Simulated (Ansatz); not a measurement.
# SnO2: a single-point run

The task is a single-point run on SnO2. The structure is shown as the input types it.

Computed with Ansatz 0.2.0 (density functional or hybrid calculation with the settings of its input, plane waves (as first typed), unless a step's input says otherwise).

### 1 The starting structure

The structure is tetragonal, space group P4_2/mnm (No. 136). Conventional cell: a = 4.761 Å, b = 4.761 Å, c = 3.200 Å, α = 90.00°, β = 90.00°, γ = 90.00°. Sn (site symmetry mmm) has 6 O at 2.06 to 2.07 Å as nearest neighbours. Around O (site symmetry m2m) lie 3 Sn at 2.06 to 2.07 Å.

Structure file:

```
CELL_PARAMETERS angstrom
4.76051 0.00000 0.00000
0.00000 4.76070 0.00000
0.00000 0.00000 3.20005
ATOMIC_POSITIONS crystal
Sn 0.50000 0.50000 0.50000
Sn 0.00000 0.00000 0.00000
O 0.30583 0.30592 0.00000
O 0.80583 0.19408 0.50000
O 0.19417 0.80592 0.50000
O 0.69417 0.69408 0.00000
```

### 2 Input and run

input.yaml

```yaml
crystal:
  lattice:
    - [4.7605144913, 0.0, 0.0]
    - [0.0, 4.7606977633, 0.0]
    - [0.0, 0.0, 3.2000515029]
  atoms:
    - { symbol: Sn, position: [0.5, 0.5, 0.5] }
    - { symbol: Sn, position: [0.0, 0.0, 0.0] }
    - { symbol: O, position: [0.3058348108, 0.3059224605, 0.0] }
    - { symbol: O, position: [0.8058348108, 0.1940775395, 0.5] }
    - { symbol: O, position: [0.1941651892, 0.8059224605, 0.5] }
    - { symbol: O, position: [0.6941651892, 0.6940775395, 0.0] }
kpoints:
  mp_grid: { grid: [4, 4, 6] }
hamiltonian:
  xc: r2scan
scf:
  occupations: { method: fixed }
  n_extra_bands: 5
  mixing: { beta: 0.005 }
  max_iter: 57
output:
  forces: true
  stress: true
  eigenvalues: true
```

Launch:

```
$ ansatz run input.yaml --threads 4 --pin off --max-ram 4608MiB --backend cpu --events-out ev --progress --plain --runs-dir out
```

**Question.** How will this run end, and is anything wrong with its input?

The program finished normally. That alone doesn't make the input a sound one.

In the input, scf.mixing.beta is 0.005. The risk: mixing too weak. Here it converged all the same; such a setting changes the road, not the converged state.

The test: delete scf.mixing.beta (the default then holds).
